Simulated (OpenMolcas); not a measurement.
**A workflow on BGeH5 (SMILES [BH2][GeH3])**

Aim: the energy (HF/ANO-R0), then a single-point energy (CASSCF(2,2)/ANO-R1), then an energy scan (CASPT2(2,2)/ANO-R1), then the energy along one coordinate (SC-NEVPT2(2,2)/ANO-R1), then the energy along one coordinate (MC-PDFT[tPBE](2,2)/ANO-R1) of BGeH5. 

Program for the calculation: OpenMolcas 26.06.

## 1. The system as given

BGeH5: 7 atoms, total charge 0, spin state singlet. As SMILES, `[BH2][GeH3]`. Geometry: relaxed at PBE0-D4/def2-TZVP.

Bond lengths: B1–Ge2 2.057 Å, B1–H3 1.195 Å, B1–H4 1.194 Å, Ge2–H5 1.542 Å, Ge2–H6 1.542 Å, Ge2–H7 1.538 Å. Angles: B1–Ge2–H5 109.6°, B1–Ge2–H6 109.7°, B1–Ge2–H7 114.9°, Ge2–B1–H3 119.1°, Ge2–B1–H4 122.6°, H5–Ge2–H6 106.6°, H5–Ge2–H7 107.9°, H6–Ge2–H7 107.9°, H3–B1–H4 118.3°.

## 2. A single-point energy at HF/ANO-R0 (sfX2C) (run 1)

Contents of input.xyz:

```xyz
7

B      0.007500    -1.219800     0.268100
Ge     0.048900     0.786100    -0.183400
H     -1.044400    -1.784600     0.312800
H      0.997700    -1.849300     0.488600
H     -0.601100     1.019700    -1.562200
H     -0.799800     1.566200     0.840700
H      1.452500     1.413700    -0.210300
```

Contents of step1.inp:

```
* BGeH5 Hartree-Fock

&GATEWAY
 Coord
 input.xyz
 Basis
 ANO-R0
 Group
 NoSym

&SEWARD

&SCF
 PrOrbitals
 0

&LOCALISATION
 Occupied
 Freeze
 Pipek-Mezey

&LOCALISATION
 FileOrb
 $Project.LocOrb
 Virtual
 Pipek-Mezey
```

On the command line:

```sh
$ export MOLCAS_MEM=1860
$ pymolcas step1.inp > step1.log
```

Output:

```text
--- Start Module: gateway ---
[...]
--- Stop Module: gateway /rc=_RC_ALL_IS_WELL_ ---
[...]
      Basis functions           28
[...]
       Convergence after   9 Iterations
[...]
::    Total SCF energy                              -2124.2201184437
[...]
      Total spin, S                                     0.0000000000
[...]
      Total electronic charge=   42.000000
      Total            charge=   -0.000000
[...]
      Dipole Moment (debye):
      Origin of the operator (angstrom)=    0.0412    0.5007   -0.1193
                   X=  7.9054E-02               Y= -9.7485E-01               Z=  2.2934E-01           Total=  1.0046E+00
      Quadrupole Moment (debye*angstrom):
[...]
--- Start Module: localisation ---
[...]
--- Stop Module: localisation /rc=_RC_ALL_IS_WELL_ ---
--- Start Module: localisation ---
[...]
--- Stop Module: localisation /rc=_RC_ALL_IS_WELL_ ---
[...]
```

Wall time 6 s (1 thread of Intel Xeon Platinum 8259CL at 2.50GHz (Skylake/Cascade Lake), shared host); peak memory 0.41 GiB.

## 3. The energy at CASSCF(2,2)/ANO-R1 (sfX2C, RICD fitting) (run 2)

input.xyz is that of step 2.

Contents of step2.inp:

```
* BGeH5 CASSCF
&GATEWAY
Coord=input.xyz
Basis=ANO-R0
Group=NoSym
&SEWARD
&RASSCF
FileOrb=$CurrDir/step1.LocOrb
Alter=1
1 22 25
Spin=1
Nactel=2 0 0
Inactive=20
Ras2=2
OrbListing=Nothing
>>> COPY $Project.RunFile RUNFIL1
>>> COPY $Project.RasOrb INPORB
&GATEWAY
Coord=input.xyz
Basis=ANO-R1
Group=NoSym
RICD
&SEWARD
>>> COPY $Project.RunFile RUNFIL2
&EXPBAS
&RASSCF
FileOrb=$Project.ExpOrb
Spin=1
Nactel=2 0 0
Inactive=20
Ras2=2
OrbListing=Nothing
```

On the command line:

```sh
$ export MOLCAS_MEM=1860
$ pymolcas step2.inp > step2.log
```

Output:

```text
--- Start Module: gateway ---
[...]
      Basis functions           28
[...]
      Number of active orbitals                  2
[...]
      Spin quantum number                      0.0
[...]
      Active orbitals                            2
[...]
      Number of CSFs                             3
[...]
      Number of root(s) required                 1
[...]
      Convergence after 11 iterations
[...]
      printout of CI-coefficients larger than  0.05 for root  1
      energy=   -2124.229345
      conf/sym  11     Coeff  Weight
             1  20   0.99513 0.99029
             3  02  -0.09856 0.00971
      Natural orbitals and occupation numbers for root  1
      sym 1:   1.980573   0.019427
      ************************************************************************************************************************
      *                                                    Final results                                                     *
[...]
::    RASSCF root number  1 Total energy:  -2124.22934461
[...]
      Basis functions           78
[...]
      Convergence after 13 iterations
[...]
      Natural orbitals and occupation numbers for root  1
      sym 1:   1.982837   0.017163
      ************************************************************************************************************************
      *                                                    Final results                                                     *
[...]
::    RASSCF root number  1 Total energy:  -2124.72021325
[...]
      Total electronic charge=   42.000000
      Total            charge=   -0.000000
[...]
      Dipole Moment (debye):
      Origin of the operator (angstrom)=    0.0412    0.5007   -0.1193
                   X=  5.8031E-02               Y= -7.2493E-01               Z=  1.7063E-01           Total=  7.4700E-01
      Quadrupole Moment (debye*angstrom):
[...]
```

It took 19 s on 1 thread of Intel Xeon Platinum 8259CL at 2.50GHz (Skylake/Cascade Lake), shared host; peak memory 0.41 GiB.

## 4. An energy scan at CASPT2(2,2)/ANO-R1 (sfX2C, RICD fitting, ipea shift 0.25 Eh, pt2 variant SS) (run 3)

Contents of step3.inp:

```
>>> COPY $CurrDir/step2.RasOrb $Project.RasOrb
>>> ForEach K in (1, 2, 3, 4, 5, 6, 7, 8, 9)

&GATEWAY
 COORD
 $CurrDir/point$K.xyz
 BASIS
 ANO-R1
 GROUP
 NoSym
 RICD

&SEWARD

&RASSCF
 FILEORB
 $Project.RasOrb
 SPIN
 1
 NACTEL
 2 0 0
 INACTIVE
 20
 RAS2
 2
 ORBLISTING
 Nothing

&CASPT2
 IMAGINARY
 0.2
 FROZEN
 10
>>> EndDo
```

On the command line:

```sh
$ export MOLCAS_MEM=1860
$ pymolcas step3.inp > step3.log
```

Output:

```text
[...]
      Basis functions           78
[...]
      Number of active orbitals                  2
[...]
      Spin quantum number                      0.0
[...]
      Active orbitals                            2
[...]
      Number of CSFs                             3
[...]
      Number of root(s) required                 1
[...]
      Convergence after 14 iterations
[...]
      printout of CI-coefficients larger than  0.05 for root  1
      energy=   -2124.700108
      conf/sym  11     Coeff  Weight
             1  20   0.99726 0.99453
             3  02  -0.07394 0.00547
      Natural orbitals and occupation numbers for root  1
      sym 1:   1.989065   0.010935
      ************************************************************************************************************************
      *                                                    Final results                                                     *
[...]
::    RASSCF root number  1 Total energy:  -2124.70010775
[...]
::    CASPT2 Root  1     Total energy:  -2125.27579414
[...]
      Convergence after 11 iterations
[...]
      Natural orbitals and occupation numbers for root  1
      sym 1:   1.982820   0.017180
      ************************************************************************************************************************
      *                                                    Final results                                                     *
[...]
      Convergence after 10 iterations
[...]
      Convergence after  9 iterations
[...]
      Convergence after  9 iterations
[...]
::    RASSCF root number  1 Total energy:  -2124.60881583
[...]
::    CASPT2 Root  1     Total energy:  -2125.15863705
[...]
      Convergence after  7 iterations
[...]
::    RASSCF root number  1 Total energy:  -2124.60796636
[...]
      Reference weight:           0.90178
[...]
::    CASPT2 Root  1     Total energy:  -2125.15726222
[...]
```

Wall time 2 min (1 thread of Intel Xeon Platinum 8259CL at 2.50GHz (Skylake/Cascade Lake), shared host); peak memory 0.16 GiB.

The scan, from its lowest point:

```
Ge2–B1 (Å)  energy (kJ/mol)
     1.851             36.4
     2.057              0.0
     2.262             20.5
     2.571             90.5
     2.982            189.6
     3.496            277.8
     4.113            327.0
     4.936            344.0
     6.170            347.6
```

## 5. The energy along one coordinate at SC-NEVPT2(2,2)/ANO-R1 (sfX2C, RICD fitting, pt2 variant SC-NEVPT2) (run 4)

Contents of step4.input:

```
* BGeH5 NEVPT2
>>> COPY $CurrDir/step2.RasOrb $Project.RasOrb
>>> ForEach K in (1, 2, 3, 4, 5, 6, 7, 8, 9)

&GATEWAY
  Coord
  $CurrDir/point$K.xyz
  Basis
  ANO-R1
  Group
  NoSym
  RICD

&SEWARD

&RASSCF
  FileOrb
  $Project.RasOrb
  Spin
  1
  Nactel
  2 0 0
  Inactive
  20
  Ras2
  2
  OrbListing
  Nothing

&CASPT2
  SC-NEVPT2
  Frozen
  10
>>> EndDo
```

On the command line:

```sh
$ export MOLCAS_MEM=1860
$ pymolcas step4.input > step4.log
```

Output:

```text
--- Start Module: gateway ---
[...]
      Basis functions           78
[...]
      Number of active orbitals                  2
[...]
      Spin quantum number                      0.0
[...]
      Active orbitals                            2
[...]
      Number of CSFs                             3
[...]
      Number of root(s) required                 1
[...]
      Convergence after 14 iterations
[...]
      printout of CI-coefficients larger than  0.05 for root  1
      energy=   -2124.700108
      conf/sym  11     Coeff  Weight
             1  20   0.99726 0.99453
             3  02  -0.07394 0.00547
      Natural orbitals and occupation numbers for root  1
      sym 1:   1.989065   0.010935
      ************************************************************************************************************************
      *                                                    Final results                                                     *
[...]
::    RASSCF root number  1 Total energy:  -2124.70010775
[...]
::    SC-NEVPT2 Root  1     Total energy:  -2125.27252800
[...]
      Convergence after 11 iterations
[...]
      Natural orbitals and occupation numbers for root  1
      sym 1:   1.982820   0.017180
      ************************************************************************************************************************
      *                                                    Final results                                                     *
[...]
      Convergence after 10 iterations
[...]
      Convergence after  9 iterations
[...]
      Convergence after  9 iterations
[...]
::    RASSCF root number  1 Total energy:  -2124.60881583
[...]
::    SC-NEVPT2 Root  1     Total energy:  -2125.15695601
[...]
      Convergence after  7 iterations
[...]
::    RASSCF root number  1 Total energy:  -2124.60796636
[...]
::    SC-NEVPT2 Root  1     Total energy:  -2125.15571750
[...]
```

It took 1.9 min on 1 thread of Intel Xeon Platinum 8259CL at 2.50GHz (Skylake/Cascade Lake), shared host; peak memory 0.16 GiB.

The scan, from its lowest point:

```csv
Ge2–B1 (Å),energy (kJ/mol)
1.851,38.2
2.057,0.0
2.262,19.1
2.571,87.8
2.982,186.8
3.496,275.9
4.113,325.0
4.936,341.6
6.170,344.9
```

## 6. An energy scan at MC-PDFT[tPBE](2,2)/ANO-R1 (sfX2C, RICD fitting) (run 5)

Contents of step5.input:

```
* BGeH5 MC-PDFT
>>> COPY $CurrDir/step2.RasOrb $Project.RasOrb
>>> ForEach K in (1, 2, 3, 4, 5, 6, 7, 8, 9)

&GATEWAY
 Coord
 $CurrDir/point$K.xyz
 Basis
 ANO-R1
 Group
 NoSym
 RICD

&SEWARD

&RASSCF
 FileOrb
 $Project.RasOrb
 Spin
 1
 Nactel
 2 0 0
 Inactive
 20
 Ras2
 2
 OrbListing
 Nothing

&MCPDFT
 KSDFT
 T:PBE
>>> EndDo
```

On the command line:

```sh
$ export MOLCAS_MEM=1860
$ pymolcas step5.input > step5.log
```

Output:

```text
--- Start Module: gateway ---
[...]
      Basis functions           78
[...]
      Number of active orbitals                  2
[...]
      Spin quantum number                      0.0
[...]
      Active orbitals                            2
[...]
      Number of CSFs                             3
[...]
      Number of root(s) required                 1
[...]
      Convergence after 14 iterations
[...]
      printout of CI-coefficients larger than  0.05 for root  1
      energy=   -2124.700108
      conf/sym  11     Coeff  Weight
             1  20   0.99726 0.99453
             3  02  -0.07394 0.00547
      Natural orbitals and occupation numbers for root  1
      sym 1:   1.989065   0.010935
      ************************************************************************************************************************
      *                                                    Final results                                                     *
[...]
::    RASSCF root number  1 Total energy:  -2124.70010775
[...]
::    MCPDFT root number  1 Total energy:  -2126.27408346
[...]
      Convergence after 11 iterations
[...]
      Natural orbitals and occupation numbers for root  1
      sym 1:   1.982820   0.017180
      ************************************************************************************************************************
      *                                                    Final results                                                     *
[...]
      Convergence after 10 iterations
[...]
      Convergence after  9 iterations
[...]
      Convergence after  9 iterations
[...]
::    RASSCF root number  1 Total energy:  -2124.60881583
[...]
::    MCPDFT root number  1 Total energy:  -2126.14937081
[...]
      Convergence after  7 iterations
[...]
::    RASSCF root number  1 Total energy:  -2124.60796636
[...]
::    MCPDFT root number  1 Total energy:  -2126.14864265
[...]
```

It took 2.1 min on 1 thread of Intel Xeon Platinum 8259CL at 2.50GHz (Skylake/Cascade Lake), shared host; peak memory 0.16 GiB.

The scan, from its lowest point:

```csv
Ge2–B1 (Å),energy (kJ/mol)
1.851,34.3
2.057,0.0
2.262,19.9
2.571,88.6
2.982,189.6
3.496,286.2
4.113,343.3
4.936,361.8
6.170,363.7
```

## 7. Outcome

```
                                                   quantity           value
                             run 1, HF/ANO-R0: total energy  -2124.22012 Eh
                            run 1, HF/ANO-R0: dipole moment          1.00 D
                              run 1, HF/ANO-R0: HOMO energy       -13.23 eV
                              run 1, HF/ANO-R0: LUMO energy        -0.56 eV
                            run 1, HF/ANO-R0: HOMO–LUMO gap        12.67 eV
                    run 2, CASSCF(2,2)/ANO-R1: total energy  -2124.72021 Eh
  run 2, CASSCF(2,2)/ANO-R1: dipole moment (CASSCF density)          0.75 D
       run 3, CASPT2(2,2)/ANO-R1: lowest energy of the scan  -2125.28967 Eh
    run 4, SC-NEVPT2(2,2)/ANO-R1: lowest energy of the scan  -2125.28708 Eh
run 5, MC-PDFT[tPBE](2,2)/ANO-R1: lowest energy of the scan  -2126.28716 Eh
```

Mulliken charges (run 1, HF/ANO-R0) run from -0.44 on B1 to +0.19 on H3. Mulliken charges (run 2, CASSCF(2,2)/ANO-R1) run from -0.17 on B1 to +0.29 on Ge2; they depend strongly on the basis.
